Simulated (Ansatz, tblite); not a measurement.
**Li10 tetrahedron (Li10): rung by rung**

The task here is to estimate one member of a computed series from the others.

Program: Ansatz 0.2.0, Gaussian basis. Level of theory: as each input shows. These are calculated values, not measurements.

The runs, in order: GFN1-xTB, PBE/def2-TZVP, r2SCAN/def2-TZVP, B97M-V/def2-TZVP, r2SCAN0/def2-TZVP, r2SCANh/def2-TZVP, PBE-QIDH/def2-TZVP, BLYP/def2-TZVP, PBE/def2-SVP, PBE0/def2-SVP, HF/6-31G, B3LYP/6-31G, PBE0/def2-TZVPD, PBE/def2-TZVPD, r2SCAN/def2-TZVPD, CCSD(T)/def2-TZVPP, MP2/def2-TZVP, RPA/def2-TZVP.

## The geometry

The geometry is that of the singlet, from an earlier relaxation (B3LYP/def2-TZVP).

10 atoms, charge 0, spin multiplicity 1.

Bond lengths: Li2–Li4 2.840 Å, Li2–Li5 2.840 Å, Li2–Li7 2.839 Å, Li2–Li8 2.841 Å, Li4–Li5 2.840 Å, Li4–Li7 2.842 Å, Li4–Li9 2.842 Å, Li5–Li8 2.841 Å, Li5–Li9 2.839 Å, Li7–Li8 2.840 Å, Li7–Li9 2.840 Å, Li8–Li9 2.840 Å. Angles: Li4–Li2–Li5 60.0°, Li4–Li2–Li7 60.1°, Li4–Li2–Li8 90.1°, Li5–Li2–Li7 90.0°, Li5–Li2–Li8 60.0°, Li7–Li2–Li8 60.0°, Li2–Li4–Li5 60.0°, Li2–Li4–Li7 60.0°, Li2–Li4–Li9 89.9°, Li5–Li4–Li7 89.9°, Li5–Li4–Li9 59.9°, Li7–Li4–Li9 60.0°, Li2–Li5–Li4 60.0°, Li2–Li5–Li8 60.0°, Li2–Li5–Li9 90.0°, Li4–Li5–Li8 90.0°, Li4–Li5–Li9 60.1°, Li8–Li5–Li9 60.0° and more.

PBE0/def2-TZVP was run before; its log isn't repeated, and its numbers join the tables.

Set-up of the first run:

Tight binding, by tblite at 300 K electronic temperature and without a spin-polarisation term:

```python
tblite.interface.Calculator('GFN1-xTB', numbers, positions, charge=0, uhf=0).singlepoint()
```

start.molden holds the orbitals of an earlier run on this state, given as this run's starting guess.

The input, in.yaml:

```yaml
crystal:
  periodic: [false, false, false]
  atoms:
    - {symbol: Li, position_ang: [-2.207365, -2.194318, -2.211841]}
    - {symbol: Li, position_ang: [-0.008722, 0.006924, -2.002751]}
    - {symbol: Li, position_ang: [2.190160, 2.210679, -2.194542]}
    - {symbol: Li, position_ang: [-0.005267, -2.007927, -0.001467]}
    - {symbol: Li, position_ang: [1.998914, 0.004498, 0.005504]}
    - {symbol: Li, position_ang: [2.204111, -2.205659, 2.196840]}
    - {symbol: Li, position_ang: [-2.016983, -0.000598, 0.003940]}
    - {symbol: Li, position_ang: [-0.012910, 2.010983, 0.010549]}
    - {symbol: Li, position_ang: [-0.008589, -0.002790, 2.012424]}
    - {symbol: Li, position_ang: [-2.216349, 2.202008, 2.210843]}
basis:
  gaussian: {orbitals: def2-TZVP, initial_orbitals: start.molden}
hamiltonian: {xc: pbe}
scf: {omitted_lower_state_checks: [starts]}
output: {forces: true, orbitals: {seedname: orbitals}}
```

On the command line:

```sh
$ ansatz run in.yaml --threads 4 --pin off --events-out ev --progress --plain --max-ram 3916MiB
```

Steps of the session up to this table: PBE/def2-TZVP; r2SCAN/def2-TZVP; B97M-V/def2-TZVP; r2SCAN0/def2-TZVP; r2SCANh/def2-TZVP; PBE-QIDH/def2-TZVP; BLYP/def2-TZVP; PBE/def2-SVP; PBE0/def2-SVP; HF/6-31G; B3LYP/6-31G; PBE0/def2-TZVPD; PBE/def2-TZVPD; r2SCAN/def2-TZVPD; CCSD(T)/def2-TZVPP; MP2/def2-TZVP; RPA/def2-TZVP.

One of the session's tables, all rows but one given; the rest of the session is left out.

| level | HOMO (eV) | LUMO (eV) | gap (eV) |
| --- | --- | --- | --- |
| HF/6-31G | -3.45 | 0.29 | 3.73 |
| PBE/def2-SVP | -2.60 | -2.29 | 0.31 |
| PBE/def2-TZVP | -2.61 | -2.30 | 0.31 |
| PBE/def2-TZVPD | -2.62 | -2.32 | 0.31 |
| BLYP/def2-TZVP | -2.40 | -2.02 | 0.37 |
| r2SCAN/def2-TZVP | -2.58 | -2.20 | 0.38 |
| r2SCAN/def2-TZVPD | -2.59 | -2.21 | 0.38 |
| B97M-V/def2-TZVP | -2.57 | -2.20 | 0.37 |
| r2SCANh/def2-TZVP | -2.71 | -2.02 | 0.69 |
| B3LYP/6-31G | -2.73 | -1.72 | 1.01 |
| PBE0/def2-SVP | -2.93 | -1.78 | 1.15 |
| PBE0/def2-TZVP | -2.94 | -1.80 | 1.14 |
| PBE0/def2-TZVPD | -2.96 | -1.82 | 1.13 |
| r2SCAN0/def2-TZVP | ? | ? | ? |

**Question.** Estimate the row for r2SCAN0/def2-TZVP.

Worked estimate for «HOMO (eV)». Against the share of exact exchange, r2SCAN/def2-TZVP (0, -2.58), r2SCANh/def2-TZVP (0.1, -2.71) give a slope of -1.30 per unit share; at 0.25 the line stands at -2.90.

As computed: HOMO (eV): -2.93; LUMO (eV): -1.76; gap (eV): 1.17. In «HOMO (eV)» the line misses by +0.03.
